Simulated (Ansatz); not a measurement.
# C₆H₃ClGe: how energies converge with the basis set

One table from this session's results is given with a row withheld; the runs are named, their logs left out.

Program: Ansatz 0.2.0, Gaussian basis. Level of theory: one geometry, several basis sets. These are calculated values, not measurements.

Plan: PBE0-D4/def2-SVP; ωB97M-V/def2-SVP; PBE0-D4/def2-QZVPP; ωB97M-V/def2-QZVPP; the functionals' def2-TZVPP values are taken from earlier runs.

## The geometry

All runs share one geometry, relaxed beforehand with PBE0-D4 in a triple-zeta def2 set.

11 atoms, charge 0, spin multiplicity 1.

Atoms are counted from 1 here; the program's logs count them from 0.

Bond lengths: C1–C2 1.203 Å, C1–H9 1.066 Å, C2–Ge3 1.884 Å, Ge3–Cl4 2.140 Å, Ge3–C5 1.884 Å, Ge3–C7 1.884 Å, C5–C6 1.203 Å, C6–H10 1.066 Å, C7–C8 1.203 Å, C8–H11 1.066 Å. Angles: C2–C1–H9 180.0°, C1–C2–Ge3 179.8°, C2–Ge3–Cl4 108.2°, C2–Ge3–C5 110.7°, C2–Ge3–C7 110.7°, Cl4–Ge3–C5 108.2°, Cl4–Ge3–C7 108.2°, C5–Ge3–C7 110.7°, Ge3–C5–C6 179.7°, C5–C6–H10 180.0°, Ge3–C7–C8 179.7°, C7–C8–H11 180.0°.

Set-up of the first run:

Contents of in.yaml:

```yaml
crystal:
  periodic: [false, false, false]
  atoms:
    - {symbol: C, position_ang: [-0.382287, -0.264328, 2.921724]}
    - {symbol: C, position_ang: [-0.440180, -0.100752, 1.730917]}
    - {symbol: Ge, position_ang: [-0.535335, 0.157471, -0.132776]}
    - {symbol: Cl, position_ang: [-2.529577, 0.757470, -0.625149]}
    - {symbol: C, position_ang: [0.642360, 1.524089, -0.675429]}
    - {symbol: C, position_ang: [1.390651, 2.400693, -1.021491]}
    - {symbol: C, position_ang: [-0.159936, -1.446717, -1.046411]}
    - {symbol: C, position_ang: [0.074633, -2.472205, -1.630780]}
    - {symbol: H, position_ang: [-0.331103, -0.409258, 3.976731]}
    - {symbol: H, position_ang: [2.053650, 3.177220, -1.328256]}
    - {symbol: H, position_ang: [0.282522, -3.380683, -2.148579]}
basis:
  gaussian: {orbitals: def2-SVP}
hamiltonian: {xc: pbe0, dispersion: d4}
output: {orbitals: {seedname: orbitals}}
```

The run is started by

```
> ansatz run in.yaml --threads 4 --pin off --events-out ev --progress --plain --max-ram 11315MiB
```

Steps of the session up to this table: PBE0-D4 in def2-SVP; ωB97M-V in def2-SVP; PBE0-D4 in def2-QZVPP; ωB97M-V in def2-QZVPP.

One of the session's tables, all rows but one given; the rest of the session is left out.

It belongs to the step «Density functionals: the series». 

```
functional       basis  HOMO (eV)
   PBE0-D4    def2-SVP          ?
   PBE0-D4  def2-TZVPP      -8.52
   PBE0-D4  def2-QZVPP      -8.54
   ωB97M-V    def2-SVP     -10.71
   ωB97M-V  def2-TZVPP     -10.79
   ωB97M-V  def2-QZVPP     -10.80
```

**Question.** Estimate the row for PBE0-D4, def2-SVP.

As computed: HOMO (eV): -8.46. In the column «HOMO (eV)» it is the highest.
